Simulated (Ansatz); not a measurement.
# F2H6N2OSi2: one species, many methods

An exercise on one series of results from a longer session: the logs are not shown, and one member is left open.

Program: Ansatz 0.2.0, Gaussian basis. Level of theory: functionals in def2-TZVPP, the program's frozen cores in correlated methods. These are calculated values, not measurements.

Plan: PBE-D4, r2SCAN-D4, PBE0-D4, B3LYP-D4, ωB97X-V, ωB97M-V, B2PLYP; CCSD(T)/def2-TZVPP; MP2/def2-QZVPP; extrapolation to the limit.

### Structure used throughout

All runs share one geometry, relaxed beforehand with PBE0-D4 in a triple-zeta def2 set.

SMILES `N[Si@@H](F)O[Si@@H](N)F`, 13 atoms, charge 0, spin multiplicity 1.

Atoms are counted from 1 here; the program's logs count them from 0.

Bond lengths: N1–Si2 1.708 Å, N1–H8 1.009 Å, N1–H9 1.008 Å, Si2–F3 1.591 Å, Si2–O4 1.619 Å, Si2–H10 1.474 Å, O4–Si5 1.632 Å, Si5–N6 1.687 Å, Si5–F7 1.598 Å, Si5–H11 1.472 Å, N6–H12 1.008 Å, N6–H13 1.005 Å. Angles: Si2–N1–H8 119.4°, Si2–N1–H9 118.8°, H8–N1–H9 110.7°, N1–Si2–F3 105.1°, N1–Si2–O4 109.0°, N1–Si2–H10 117.4°, F3–Si2–O4 111.5°, F3–Si2–H10 106.6°, O4–Si2–H10 107.2°, Si2–O4–Si5 140.4°, O4–Si5–N6 108.7°, O4–Si5–F7 105.5°, O4–Si5–H11 111.5°, N6–Si5–F7 113.8°, N6–Si5–H11 111.8°, F7–Si5–H11 105.3°, Si5–N6–H12 120.3°, Si5–N6–H13 123.3° and more.

Set-up of the first run:

in.yaml

```yaml
crystal:
  periodic: [false, false, false]
  atoms:
    - {symbol: N, position_ang: [-0.778321, 1.652343, -0.480856]}
    - {symbol: Si, position_ang: [0.090904, 1.319104, 0.951174]}
    - {symbol: F, position_ang: [-1.020423, 1.085803, 2.065773]}
    - {symbol: O, position_ang: [0.990892, -0.007283, 0.724576]}
    - {symbol: Si, position_ang: [0.936434, -1.448890, -0.037761]}
    - {symbol: N, position_ang: [-0.618693, -1.676806, -0.651512]}
    - {symbol: F, position_ang: [2.070192, -1.381424, -1.161399]}
    - {symbol: H, position_ang: [-0.274033, 1.840541, -1.333750]}
    - {symbol: H, position_ang: [-1.607008, 2.224037, -0.423922]}
    - {symbol: H, position_ang: [0.986443, 2.372055, 1.462680]}
    - {symbol: H, position_ang: [1.337842, -2.547839, 0.855029]}
    - {symbol: H, position_ang: [-1.177537, -0.884581, -0.929078]}
    - {symbol: H, position_ang: [-0.936693, -2.547040, -1.040945]}
basis:
  gaussian: {orbitals: def2-TZVPP}
hamiltonian: {xc: pbe, dispersion: d4}
output: {forces: true, orbitals: {seedname: orbitals}}
```

Command:

```bash
> ansatz run in.yaml --threads 2 --pin off --events-out ev --progress --plain --max-ram 32768MiB --backend cuda --devices 0, --max-vram 18GiB
```

Steps of the session up to this table: PBE-D4 (GGA); r2SCAN-D4 (meta-GGA); PBE0-D4 (hybrid); B3LYP-D4 (hybrid); ωB97X-V (range-separated); ωB97M-V (range-separated); B2PLYP (double hybrid); CCSD(T) in def2-TZVPP; MP2 in def2-QZVPP.

One of the session's tables, all rows but one given; the rest of the session is left out.

It belongs to the step «Atomisation energies». 

| method | atomisation energy (kJ/mol) |
| --- | --- |
| PBE-D4 | 5174.5 |
| r2SCAN-D4 | 5116.3 |
| PBE0-D4 | 5067.7 |
| B3LYP-D4 | ? |
| ωB97X-V | 5157.8 |
| ωB97M-V | 5156.7 |
| B2PLYP | 5080.7 |
| HF/def2-TZVPP | 3667.5 |
| MP2/def2-TZVPP | 5115.2 |
| CCSD/def2-TZVPP | 4911.4 |
| CCSD(T)/def2-TZVPP | 4985.0 |
| MP2/CBS | 5291.9 |
| CCSD(T)/CBS | 5161.7 |

Estimate the missing values for B3LYP-D4.

**Answer.** atomisation energy (kJ/mol): 5124.5. In the column «atomisation energy (kJ/mol)» it lies between r2SCAN-D4 (5116.3) and ωB97M-V (5156.7).
